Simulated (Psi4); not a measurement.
**SiNHF3 (SMILES [NH][Si](F)(F)F) at UB3LYP/6-31G(d) (Cartesian functions)**

What is the energy change on altering one bond length of SiNHF3 at UB3LYP/6-31G* (Cartesian functions)? 

The calculation is run with Psi4 1.11.

### Step 1. The structure to begin with

SiNHF3 has 6 atoms, charge 0, and is taken as a doublet. As SMILES, `[NH][Si](F)(F)F`. The shape is that of a PBE0-D4/def2-TZVP optimisation.

Bond lengths: N1–Si2 1.723 Å, Si2–F3 1.568 Å, Si2–F4 1.573 Å, Si2–F5 1.573 Å, N1–H6 1.021 Å. Angles: N1–Si2–F3 109.4°, N1–Si2–F4 111.5°, N1–Si2–F5 111.4°, F3–Si2–F4 107.8°, F3–Si2–F5 107.8°, F4–Si2–F5 108.9°, Si2–N1–H6 114.3°.

### Step 2. Energy and forces at UB3LYP/6-31G(d) (Cartesian functions)

calc.py

```python
import psi4

psi4.set_memory(2200000000)
psi4.set_num_threads(1)
psi4.core.set_output_file('f3hnsi.out', False)

mol = psi4.geometry("""
0 2
N     -1.84153811     1.14252841     1.34907548
Si     0.36585098    -0.16931946    -0.65403421
F     -0.16459515     0.73245785    -3.42531757
F      0.23262529    -3.13959098    -0.62398757
F      3.12239448     0.67954551     0.06727425
H     -1.63518002     0.63381414     3.19968427
units au
symmetry c1
no_reorient
no_com
""")

psi4.set_options({
    'basis': '6-31G*',
    'reference': 'uks',
    'puream': False,
    'e_convergence': 1e-09,
    'd_convergence': 1e-08,
    'scf_type': 'pk',
    'dft_radial_points': 99,
    'dft_spherical_points': 590,
    'maxiter': 100,
})

result, w = psi4.gradient("b3lyp", molecule=mol, return_wfn=True)
psi4.oeprop(w, "DIPOLE", "MULLIKEN_CHARGES", "WIBERG_LOWDIN_INDICES")
print('gradient / Eh bohr^-1')
print(result.np.round(6))
print(f'energy = {w.energy():.10f} Eh')
```

Command:

```bash
$ python calc.py
```

f3hnsi.out:

```text
[...]
  Running in c1 symmetry.
[...]
  Nuclear repulsion =  256.064953510434862
[...]
  Multiplicity = 2
[...]
  Nalpha       = 25
  Nbeta        = 24
[...]
    Number of basis functions: 81
[...]
   @UKS iter   1:  -644.32861809951351   -4.96911e-01   8.71992e-03 DIIS/ADIIS
[...]
   @UKS iter  12:  -644.50666743752345   -2.16005e-12   5.12870e-09 DIIS
[...]
   @S^2 Observed:                7.525261070E-01
[...]
    Orbital Energies [Eh]
    ---------------------
    Alpha Occupied:
       1A    -66.256114     2A    -24.723479     3A    -24.723416
       4A    -24.717623     5A    -14.392863     6A     -5.393947
       7A     -3.754434     8A     -3.754163     9A     -3.751756
      10A     -1.236204    11A     -1.209524    12A     -1.205614
      13A     -0.882143    14A     -0.593734    15A     -0.525538
      16A     -0.524243    17A     -0.511789    18A     -0.468092
      19A     -0.466821    20A     -0.459230    21A     -0.449064
      22A     -0.436629    23A     -0.425972    24A     -0.357553
      25A     -0.337717
    Alpha Virtual:
[...]
  @UKS Final Energy:  -644.50666743752345
   => Energetics <=
    Nuclear Repulsion Energy =            256.0649535104348615
    One-Electron Energy =               -1403.9772014607510755
    Two-Electron Energy =                 551.6674335046884607
    DFT Exchange-Correlation Energy =     -48.2618529918956440
    Empirical Dispersion Energy =           0.0000000000000000
    VV10 Nonlocal Energy =                  0.0000000000000000
    Total Energy =                       -644.5066674375234470
[...]
  -Total Gradient:
     Atom            X                  Y                   Z
    ------   -----------------  -----------------  -----------------
       1        0.006008802690    -0.004283702916    -0.001705969647
       2        0.003521115896    -0.002106914486    -0.002536353658
       3        0.003000675244    -0.004644104235     0.013205598260
       4        0.000798508833     0.014372273395    -0.000769197917
       5       -0.013241552605    -0.004121016173    -0.004134648209
       6       -0.000094706995     0.000862158535    -0.004160020193
[...]
 Multipole Moments:
 ------------------------------------------------------------------------------------
     Multipole            Electronic (a.u.)      Nuclear  (a.u.)        Total (a.u.)
 ------------------------------------------------------------------------------------
 L = 1.  Multiply by 2.5417464519 to convert [e a0] to [Debye]
 Dipole X            :        -19.3173981           19.3097885           -0.0076096
 Dipole Y            :          9.1561020           -9.2872480           -0.1311460
 Dipole Z            :         33.0737442          -32.3515443            0.7221998
 Magnitude           :                                                    0.7340503
[...]
  Mulliken Charges: (a.u.)
   Center  Symbol    Alpha    Beta     Spin     Total
       1     N     4.26251  3.26174  1.00076 -0.52425
       2    SI     6.39486  6.38789  0.00696  1.21725
       3     F     4.67264  4.66938  0.00326 -0.34201
       4     F     4.67821  4.66672  0.01148 -0.34493
       5     F     4.67825  4.66654  0.01172 -0.34479
       6     H     0.31354  0.34773 -0.03419  0.33874
   Total alpha = 25.00000, Total beta = 24.00000, Total charge = -0.00000
  Wiberg Bond Indices using Orthogonal Lowdin Orbitals:
[...]
```

Standard output:

```text
gradient / Eh bohr^-1
[[ 6.0090e-03 -4.2840e-03 -1.7060e-03]
 [ 3.5210e-03 -2.1070e-03 -2.5360e-03]
 [ 3.0010e-03 -4.6440e-03  1.3206e-02]
 [ 7.9900e-04  1.4372e-02 -7.6900e-04]
 [-1.3242e-02 -4.1210e-03 -4.1350e-03]
 [-9.5000e-05  8.6200e-04 -4.1600e-03]]
energy = -644.5066674375 Eh
```

Run time: 32 s. Hardware: 1 thread of Intel Xeon Platinum 8259CL at 2.50GHz (Skylake/Cascade Lake), shared host; peak memory 0.95 GiB.

### Step 3. The distorted shape: a single-point energy at UB3LYP/6-31G(d) (Cartesian functions)

f3hnsi.dat

```
memory 2200 MB

molecule mol {
  0 2
  N
  Si 1 1.72336
  F 2 2.8215 1 109.35568
  F 2 1.573461 1 111.45729 3 -119.08008
  F 2 1.573303 4 108.92336 1 123.25914
  H 1 1.02148 2 114.2715 5 -61.41827
  symmetry c1
  no_reorient
  no_com
}

set reference uks
set puream false
set e_convergence 1e-09
set d_convergence 1e-08
set scf_type pk
set dft_radial_points 99
set dft_spherical_points 590
set maxiter 100

E, wfn = energy('b3lyp/6-31G*', return_wfn=True)
print_variables()
```

Command:

```bash
$ psi4 -i f3hnsi.dat -o f3hnsi.out -n 1
```

f3hnsi.out:

```text
[...]
  Running in c1 symmetry.
[...]
  Nuclear repulsion =  223.153985263017404
[...]
  Multiplicity = 2
[...]
  Nalpha       = 25
  Nbeta        = 24
[...]
    Number of basis functions: 81
[...]
   @UKS iter   1:  -643.98552390952023   -5.68610e-01   1.04281e-02 ADIIS/DIIS
[...]
   @UKS iter  22:  -644.29933492569046   -1.12550e-11   7.09859e-09 DIIS
[...]
   @S^2 Observed:                7.537890222E-01
[...]
    Orbital Energies [Eh]
    ---------------------
    Alpha Occupied:
       1A    -66.321248     2A    -24.771586     3A    -24.771490
       4A    -24.594955     5A    -14.435425     6A     -5.455263
       7A     -3.815923     8A     -3.815281     9A     -3.812816
      10A     -1.272002    11A     -1.253169    12A     -1.012035
      13A     -0.922450    14A     -0.624927    15A     -0.560194
      16A     -0.551250    17A     -0.521864    18A     -0.505706
      19A     -0.494801    20A     -0.483394    21A     -0.395908
      22A     -0.374478    23A     -0.307463    24A     -0.284680
      25A     -0.284063
    Alpha Virtual:
[...]
  @UKS Final Energy:  -644.29933492569046
   => Energetics <=
    Nuclear Repulsion Energy =            223.1539852630174039
    One-Electron Energy =               -1337.7208999062731891
    Two-Electron Energy =                 518.3732673283440135
    DFT Exchange-Correlation Energy =     -48.1056876107786522
    Empirical Dispersion Energy =           0.0000000000000000
    VV10 Nonlocal Energy =                  0.0000000000000000
    Total Energy =                       -644.2993349256904594
[...]
 Multipole Moments:
 ------------------------------------------------------------------------------------
     Multipole            Electronic (a.u.)      Nuclear  (a.u.)        Total (a.u.)
 ------------------------------------------------------------------------------------
 L = 1.  Multiply by 2.5417464519 to convert [e a0] to [Debye]
 Dipole X            :          0.0030734           -0.0080096           -0.0049363
 Dipole Y            :          0.4691631            1.6179645            2.0871276
 Dipole Z            :          2.7503575           -3.7207562           -0.9703987
 Magnitude           :                                                    2.3016949
[...]
```

It took 35 s on 1 thread of Intel Xeon Platinum 8259CL at 2.50GHz (Skylake/Cascade Lake), shared host; peak memory 0.89 GiB.

### Step 4. What came out

Level: UB3LYP/6-31G* (Cartesian functions).

```
                                                          quantity          value
                                         first shape: total energy  -644.50667 Eh
                                        first shape: dipole moment         1.87 D
                   first shape: HOMO energy (highest over α and β)       -8.61 eV
                    first shape: LUMO energy (lowest over α and β)       -4.62 eV
                                                 first shape: ⟨S²⟩          0.753
                             first shape: largest force on an atom     0.744 eV/Å
                                     distorted shape: total energy  -644.29933 Eh
                                    distorted shape: dipole moment         5.85 D
               distorted shape: HOMO energy (highest over α and β)       -7.69 eV
                distorted shape: LUMO energy (lowest over α and β)       -5.67 eV
                                             distorted shape: ⟨S²⟩          0.754
energy change with the Si2–F3 bond stretched from 1.568 to 2.821 Å       5.642 eV
```

In words: With the Si2–F3 bond stretched from 1.568 to 2.821 Å the energy rises by 5.64 eV (544 kJ/mol). The first shape isn't relaxed at this level, so the change isn't measured from a minimum. The largest force (first shape) is 0.74 eV/Å: the shape isn't a stationary point for this species at this level.
